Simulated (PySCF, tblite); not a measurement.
# C₄H₉ClGeO: geometry, infrared bands and NMR shifts

What infrared bands and NMR shifts should C₄H₉ClGeO (`C=CO[CH2][GeH2][CH2]Cl`) show?

Programs: tblite 0.8.0 and PySCF 2.14.0, with density-fitted response routines of our own. Each step states its level of theory. These are calculated values for one molecule in the gas phase, unless marked as measured. Atoms count from 0, in the outputs and in this text.

### 1 The molecule as given

16 atoms, charge 0, multiplicity 1; geometry from: force field or distance geometry start.

Bonds of the start (Å): C0–C1 1.33, C1–O2 1.38, O2–C3 1.42, C3–Ge4 1.95, Ge4–C5 1.95, C5–Cl6 1.78, C0–H7 1.09, C0–H8 1.09, C1–H9 1.09, C3–H10 1.10, C3–H11 1.13, Ge4–H12 1.55, Ge4–H13 1.54, C5–H14 1.12, C5–H15 1.08.

### 2 Optimising the geometry with GFN2-xTB

What the job is given:

```
{"job": {"kind": "relax", "xc": "GFN2-xTB", "basis": "xTB"}, "charge": 0, "multiplicity": 1}
C      2.825400     0.856100     0.553000
C      2.415800     0.023700    -0.399200
O      1.194100    -0.618400    -0.377300
C      0.210700    -0.111300     0.506000
Ge    -1.461700    -1.109900     0.415800
C     -2.775200     0.141700    -0.303200
Cl    -3.098900     1.348200     0.959300
H      2.222900     1.130300     1.416500
H      3.810600     1.328400     0.496600
H      3.060100    -0.226900    -1.244700
H      0.017500     0.941100     0.255500
H      0.667400    -0.203700     1.532500
H     -1.361900    -2.286300    -0.582100
H     -1.815500    -1.574500     1.838000
H     -2.251900     0.705000    -1.113900
H     -3.666900    -0.334600    -0.696700
```

Started as:

```
OMP_NUM_THREADS=1 python probes_run.py task.json out
```

One launch serves the whole session: the jobs run in the order shown.

Log:

```text
step      E/eV     max force
  0    -642.92607    1.593
  1    -643.03677    0.661
  2    -643.08468    0.441
  3    -643.10768    0.370
  4    -643.12478    0.332
  5    -643.13395    0.271
  6    -643.14134    0.309
  7    -643.14821    0.264
  8    -643.15848    0.239
  9    -643.16796    0.276
 10    -643.17705    0.234
 11    -643.18392    0.184
 12    -643.19068    0.205
 13    -643.19887    0.224
 14    -643.20778    0.269
 15    -643.21510    0.217
 16    -643.22047    0.207
 17    -643.22497    0.178
 18    -643.22912    0.199
 19    -643.23278    0.171
 20    -643.23608    0.165
 21    -643.23906    0.143
 22    -643.24147    0.121
 23    -643.24314    0.085
 24    -643.24436    0.086
 25    -643.24552    0.083
 26    -643.24673    0.091
 27    -643.24789    0.080
 28    -643.24902    0.110
 29    -643.25026    0.121
 30    -643.25160    0.104
 31    -643.25277    0.086
 32    -643.25365    0.066
 33    -643.25442    0.080
 34    -643.25525    0.074
 35    -643.25605    0.073
 36    -643.25658    0.061
 37    -643.25682    0.035
 38    -643.25693    0.025
 39    -643.25703    0.027
 40    -643.25713    0.026
 41    -643.25724    0.035
 42    -643.25734    0.038
 43    -643.25743    0.029
 44    -643.25752    0.024
 45    -643.25762    0.025
 46    -643.25773    0.026
 47    -643.25782    0.026
 48    -643.25790    0.018
 49    -643.25797    0.020
 50    -643.25807    0.025
 51    -643.25820    0.038
 52    -643.25835    0.037
 53    -643.25848    0.026
 54    -643.25860    0.027
 55    -643.25874    0.032
 56    -643.25891    0.031
 57    -643.25905    0.027
 58    -643.25914    0.026
 59    -643.25922    0.024
 60    -643.25932    0.025
 61    -643.25946    0.028
 62    -643.25964    0.031
 63    -643.25984    0.032
 64    -643.26008    0.039
 65    -643.26041    0.048
 66    -643.26084    0.056
 67    -643.26128    0.049
 68    -643.26168    0.045
 69    -643.26208    0.054
 70    -643.26264    0.069
 71    -643.26360    0.100
 72    -643.26490    0.100
 73    -643.26615    0.095
 74    -643.26696    0.093
 75    -643.26745    0.143
 76    -643.26874    0.073
 77    -643.26969    0.054
 78    -643.27301    0.084
 79    -643.27398    0.198
 80    -643.27583    0.095
 81    -643.27750    0.089
 82    -643.27984    0.116
 83    -643.28159    0.102
 84    -643.28322    0.131
 85    -643.28438    0.152
 86    -643.28663    0.108
 87    -643.28824    0.081
 88    -643.29026    0.072
 89    -643.29156    0.075
 90    -643.29241    0.084
 91    -643.29267    0.055
 92    -643.29310    0.039
 93    -643.29324    0.035
 94    -643.29333    0.022
 95    -643.29338    0.019
 96    -643.29347    0.025
 97    -643.29357    0.028
 98    -643.29366    0.022
 99    -643.29374    0.022
100    -643.29384    0.022
101    -643.29394    0.024
102    -643.29403    0.019
103    -643.29409    0.018
104    -643.29415    0.019
105    -643.29422    0.021
106    -643.29432    0.023
107    -643.29443    0.020
108    -643.29449    0.020
109    -643.29455    0.023
110    -643.29462    0.029
111    -643.29475    0.041
112    -643.29496    0.047
113    -643.29523    0.040
114    -643.29549    0.034
115    -643.29570    0.027
116    -643.29584    0.026
117    -643.29600    0.019
118    -643.29614    0.024
119    -643.29627    0.027
120    -643.29637    0.024
121    -643.29648    0.021
122    -643.29658    0.019
123    -643.29668    0.020
124    -643.29676    0.018
125    -643.29683    0.016
126    -643.29687    0.015
127    -643.29691    0.014
128    -643.29695    0.012
129    -643.29699    0.012
130    -643.29703    0.013
131    -643.29707    0.015
132    -643.29711    0.018
133    -643.29716    0.019
134    -643.29720    0.016
135    -643.29724    0.014
136    -643.29727    0.014
137    -643.29730    0.014
138    -643.29734    0.013
139    -643.29738    0.015
140    -643.29743    0.018
141    -643.29747    0.014
142    -643.29752    0.018
143    -643.29758    0.014
144    -643.29764    0.013
145    -643.29767    0.010
146    -643.29768    0.006
```

Run time: 0.91 s. Hardware: 1 thread of Arm Neoverse V2, shared host; peak memory 0.18 GiB.

The steps of the relaxation: (not every step is listed)

```tsv
step	energy from step 0 (eV)	largest force (eV/Å)
0	0.0000	1.5934
1	-0.1107	0.6612
2	-0.1586	0.4408
3	-0.1816	0.3703
4	-0.1987	0.3320
5	-0.2079	0.2707
6	-0.2153	0.3087
7	-0.2221	0.2639
8	-0.2324	0.2392
21	-0.3130	0.1431
34	-0.3292	0.0741
47	-0.3318	0.0260
60	-0.3333	0.0247
73	-0.3401	0.0946
86	-0.3606	0.1079
99	-0.3677	0.0225
112	-0.3689	0.0472
125	-0.3708	0.0157
138	-0.3713	0.0130
141	-0.3714	0.0140
142	-0.3714	0.0179
143	-0.3715	0.0139
144	-0.3716	0.0135
145	-0.3716	0.0100
146	-0.3716	0.0061
```

Close pairs (by a distance rule), those that changed most:

```tsv
bond	before (Å)	after (Å)	change (Å)
Ge4–H12	1.546	1.503	-0.043
Ge4–H13	1.537	1.502	-0.035
C3–H11	1.127	1.095	-0.032
C3–Ge4	1.950	1.981	+0.031
C5–H14	1.117	1.087	-0.030
Ge4–C5	1.952	1.980	+0.029
C1–O2	1.380	1.355	-0.025
C0–H8	1.094	1.073	-0.021
```

The next job starts from the end point, and lists it.

### 3 Harmonic vibrations with GFN2-xTB

What the job is given:

```
{"job": {"kind": "ir", "xc": "GFN2-xTB", "basis": "xTB"}, "charge": 0, "multiplicity": 1}
C      2.810926     0.894156     0.427587
C      2.035209     0.379017    -0.511792
O      0.818661    -0.200480    -0.370969
C      0.273839    -0.278967     0.934793
Ge    -1.476461    -1.141869     0.591694
C     -2.489025     0.083695    -0.589313
Cl    -2.794746     1.556218     0.360386
H      2.545970     0.912585     1.469324
H      3.758271     1.324676     0.164408
H      2.319914     0.372558    -1.555901
H      0.160449     0.719500     1.370178
H      0.925161    -0.862341     1.593925
H     -1.258181    -2.456016    -0.103748
H     -2.266274    -1.367673     1.849241
H     -1.917008     0.375870    -1.466655
H     -3.454303    -0.301985    -0.907086
```

Log:

```text
mode    cm-1     km/mol
  1      29.0      0.66
  2      49.5      1.49
  3      79.5      2.54
  4     111.8      0.41
  5     142.0      1.26
  6     190.7      5.50
  7     228.9      4.72
  8     246.4      5.07
  9     419.6     41.45
 10     531.1      5.72
 11     554.0     12.92
 12     598.1     48.57
 13     620.8     56.68
 14     653.2     43.48
 15     676.8     26.95
 16     715.2     37.62
 17     743.0    167.67
 18     799.4    106.00
 19     804.7    116.51
 20     829.7     31.77
 21     962.9     50.92
 22     989.1     13.08
 23    1001.5      6.94
 24    1068.9     10.03
 25    1153.4      4.83
 26    1162.1     24.66
 27    1162.9    149.23
 28    1231.1      3.47
 29    1291.6      7.41
 30    1400.6     15.45
 31    1405.9      3.78
 32    1459.4      9.29
 33    1707.0    201.41
 34    1961.9    230.93
 35    2026.8    484.30
 36    2889.4     55.74
 37    2912.5     19.82
 38    2988.2      2.82
 39    2989.6      6.52
 40    3062.8     24.31
 41    3131.8     12.72
 42    3163.2     33.02
```

Run time: 0.52 s. Hardware: 1 thread of Arm Neoverse V2, shared host; peak memory 0.18 GiB.

The strongest bands and the atoms that carry them (share of the mass-weighted mode):

```tsv
cm⁻¹	km/mol	atoms
621	56.7	H12 42 %, C5 25 %
743	167.7	H13 28 %, C5 22 %, H14 22 %, H15 21 %
799	106.0	H10 27 %, H11 26 %, C3 17 %, H12 13 %
805	116.5	H13 43 %, H12 43 %
1163	149.2	O2 36 %, C1 30 %
1707	201.4	C1 52 %, C0 39 %
1962	230.9	H12 57 %, H13 42 %
2027	484.3	H13 56 %, H12 42 %
```

### 4 NMR shieldings: PBE0/pcSseg-1

Same as in step 3 but for these lines:

```diff
@@ -1,2 +1,2 @@
-{"job": {"kind": "ir", "xc": "GFN2-xTB", "basis": "xTB"}, "charge": 0, "multiplicity": 1}
+{"job": {"kind": "nmr", "xc": "PBE0", "basis": "pcSseg-1"}, "charge": 0, "multiplicity": 1}
 C      2.810926     0.894156     0.427587
```

Method: GIAO PBE0/pcSseg-1 NMR shielding, non-relativistic, gas phase.

Log:

```text
coarse grid: 61880 points
cycle   1  E = -2769.1805484748  dE =  3.906e-02  |g| = 9.633e-01  |ddm| = 3.618e+00
cycle   2  E = -2769.1436774651  dE =  3.687e-02  |g| = 1.029e+00  |ddm| = 1.120e+00
cycle   3  E = -2769.2656767081  dE = -1.220e-01  |g| = 1.525e-01  |ddm| = 7.049e-01
cycle   4  E = -2769.2687448432  dE = -3.068e-03  |g| = 7.345e-02  |ddm| = 1.318e-01
cycle   5  E = -2769.2696600142  dE = -9.152e-04  |g| = 1.364e-02  |ddm| = 6.024e-02
cycle   6  E = -2769.2697024386  dE = -4.242e-05  |g| = 4.558e-03  |ddm| = 1.409e-02
cycle   7  E = -2769.2697070344  dE = -4.596e-06  |g| = 8.375e-04  |ddm| = 3.619e-03
final grid: 129176 points
cycle   8  E = -2769.2696628697  dE =  4.462e-08  |g| = 1.028e-03  |ddm| = 1.991e-03
cycle   9  E = -2769.2696625513  dE =  3.183e-07  |g| = 1.568e-03  |ddm| = 1.883e-03
cycle  10  E = -2769.2696630852  dE = -5.339e-07  |g| = 2.059e-04  |ddm| = 1.196e-03
cycle  11  E = -2769.2696630937  dE = -8.541e-09  |g| = 3.725e-05  |ddm| = 1.879e-04
cycle  12  E = -2769.2696630939  dE = -2.178e-10  |g| = 5.925e-06  |ddm| = 2.636e-05
converged SCF energy = -2769.2696630939

GIAO shielding tensors (ppm)
atom      isotropic    diamagn.    paramagn.     s11        s22        s33       span
  0 C       99.199     257.854    -158.656      5.276    113.879    178.441    173.166
  1 C       25.117     248.494    -223.377    -83.627     57.030    101.947    185.573
  2 O      217.931     400.787    -182.856     91.616    255.769    306.409    214.793
  3 C      131.635     252.308    -120.673    104.061    108.064    182.780     78.719
  4 Ge    1462.094    2753.125   -1291.031   1370.310   1470.938   1545.034    174.724
  5 C      157.074     249.853     -92.779    134.012    142.793    194.417     60.405
  6 Cl     925.865    1146.697    -220.832    820.011    861.814   1095.770    275.759
  7 H       27.451      32.628      -5.177     24.815     25.234     32.302      7.487
  8 H       27.487      28.229      -0.742     25.929     26.114     30.416      4.487
  9 H       24.889      30.047      -5.158     21.290     25.491     27.888      6.598
 10 H       27.624      32.545      -4.920     23.024     29.100     30.749      7.726
 11 H       28.008      31.799      -3.791     23.480     27.881     32.664      9.184
 12 H       27.384      28.789      -1.405     20.836     21.755     39.561     18.725
 13 H       27.597      28.452      -0.855     21.090     22.465     39.236     18.146
 14 H       28.299      30.701      -2.402     23.472     26.705     34.721     11.249
 15 H       28.512      28.517      -0.005     22.019     27.336     36.180     14.161
```

It took 42 s on 1 thread of Arm Neoverse V2, shared host; peak memory 0.81 GiB.

Shifts follow as δ = σ(reference) − σ, with reference shieldings (ppm) from runs at the same level and on the same kind of geometry: ¹H TMS 31.72, ¹³C TMS 186.9, ¹⁷O H2O 336.1, ⁷³Ge GeMe4 1331, ³⁵Cl HCl 950. The references are single molecules in the gas phase, so shifts against H2O, NH3, PH3, H3PO4 or CFCl3 are not on the usual liquid scales and can be off by tens of ppm. Atoms listed in one row are averaged.

```tsv
atoms	environment	σ (ppm)	δ (ppm)
C1	alkene carbon bearing oxygen	25.1	161.8
C0	β carbon of an enol-ether or enamine type C=C	99.2	87.7
C3	sp3 CH2 bonded to Ge and O	131.6	55.3
C5	sp3 CH2 bonded to Cl and Ge	157.1	29.9
H9	hydrogen on an alkene carbon bearing oxygen	24.89	6.83
H7	hydrogen on a β carbon of an enol-ether or enamine type C=C	27.45	4.27
H8	hydrogen on a β carbon of an enol-ether or enamine type C=C	27.49	4.23
H12, H13	hydrogen on a germanium bonded to 2 C	27.49	4.23
H10, H11	hydrogen on an sp3 CH2 bonded to Ge and O	27.82	3.90
H14, H15	hydrogen on an sp3 CH2 bonded to Cl and Ge	28.41	3.31
O2	ether oxygen	217.9	118.1
Ge4	germanium bonded to 2 C, 2 H	1462	-131
Cl6	chlorine bonded to C	926	24
```

The run also stored atomic charges by several schemes (e):

```tsv
atoms	Mulliken	IAO	Hirshfeld	ESP fit
C0	-0.30	-0.43	-0.15	-0.63
C1	0.13	0.06	0.03	0.16
O2	-0.48	-0.33	-0.11	-0.24
C3	-0.23	-0.30	-0.07	-0.16
Ge4	0.49	0.67	0.33	0.36
C5	-0.45	-0.50	-0.12	-0.36
Cl6	-0.16	-0.10	-0.07	-0.14
```

Mayer bond orders: C0–C1 1.89, C1–O2 1.04, O2–C3 0.85, C3–Ge4 0.90, Ge4–C5 0.89, C5–Cl6 0.94.

Orbitals, density, ELF and potential are computed afterwards from the orbital file.

Frontier orbitals at PBE0/pcSseg-1, with the share of their density that lies nearest to each atom:

```tsv
orbital	energy (eV)	lies on
HOMO	-6.90	C0 37 %; O2 25 %; C1 19 %
LUMO	0.54	Cl6 27 %; C5 20 %; H12, H15 about 11 % each
```

ELF in a plane through or near 8 of the atoms.

Values, 10 rows by 14 columns:
```
0.00 0.00 0.00 0.00 0.00 0.00 0.00 0.00 0.00 0.00 0.00 0.00 0.00 0.00
0.00 0.00 0.00 0.00 0.00 0.00 0.00 0.00 0.01 0.28 0.04 0.00 0.00 0.00
0.00 0.00 0.00 0.00 0.00 0.14 0.86 0.02 0.17 1.00 0.98 0.04 0.00 0.00
0.00 0.00 0.00 0.11 0.22 0.25 0.99 0.53 0.34 0.94 0.97 0.09 0.00 0.00
0.00 0.00 0.10 0.42 0.75 0.02 0.40 0.82 0.19 0.17 0.13 0.01 0.00 0.00
0.00 0.02 0.98 0.97 0.51 0.48 0.67 0.13 0.28 0.91 0.75 0.73 0.00 0.00
0.00 0.00 0.91 0.76 0.59 0.58 0.48 0.09 0.44 0.50 0.97 0.99 0.01 0.00
0.00 0.00 0.00 0.01 0.09 0.14 0.00 0.00 0.90 0.97 0.15 0.15 0.00 0.00
0.00 0.00 0.00 0.00 0.00 0.00 0.00 0.00 0.03 0.11 0.01 0.00 0.00 0.00
0.00 0.00 0.00 0.00 0.00 0.00 0.00 0.00 0.00 0.00 0.00 0.00 0.00 0.00
```
The map spans 13.1 Å across and 9.1 Å up, centred on the molecule. Atoms in the plane (x, y in Å): C0 (-2.9, -0.1), C3 (-0.2, 0.8), C5 (2.5, -0.9), H8 (-3.9, -0.5), H11 (-0.8, 1.7), H13 (2.4, 2.0), H14 (1.9, -1.7), H15 (3.5, -1.0).

On the surface of density 0.002 e/bohr³ the electrostatic potential runs, from the 1st to the 99th percentile, from -0.75 V near O2 to 1.09 V near H13.

### 5 Results

| quantity | value |
| --- | --- |
| strongest single infrared mode (GFN2-xTB) | 2027 cm⁻¹, 484 km/mol |
| zero-point energy (GFN2-xTB) | 71.7 kcal/mol |
| ¹³C shifts against TMS (PBE0/pcSseg-1) | 161.8, 87.7, 55.3, 29.9 ppm |
| ¹H shifts against TMS (PBE0/pcSseg-1, means over atoms taken as alike) | 6.83, 4.27, 4.23, 4.23, 3.90, 3.31 ppm |
| ¹⁷O shifts against H2O (PBE0/pcSseg-1) | 118.1 ppm |
| ⁷³Ge shifts against GeMe4 (PBE0/pcSseg-1) | -131 ppm |
| ³⁵Cl shifts against HCl (PBE0/pcSseg-1) | 24 ppm |
| surface potential, 1st and 99th percentile | -0.75 V and 1.09 V |

Relaxing lowered the energy by 0.372 eV in 146 steps; the close pair that moved most is Ge4–H12, from 1.546 to 1.503 Å. No mode is imaginary among the 42: a minimum at this level. The strongest single mode, at 2027 cm⁻¹, moves mainly H13 and H12. GFN2-xTB is a fitted tight-binding method: band positions and strengths are rough. Its intensities can rank the bands wrongly. C1 (alkene carbon bearing oxygen) lies farthest downfield among carbon, at 161.8 ppm; an sp2 carbon further deshielded by the attached heteroatom. H9 (hydrogen on an alkene carbon bearing oxygen) lies farthest downfield among hydrogen, at 6.83 ppm; attached to an sp2 carbon and in the plane of the double bond. At PBE0/pcSseg-1: Shielding is most anisotropic at Cl6 (span 276 ppm, paramagnetic term -221 ppm). Spin-orbit coupling is left out, which matters for shieldings and couplings at and beside the heavy atoms.
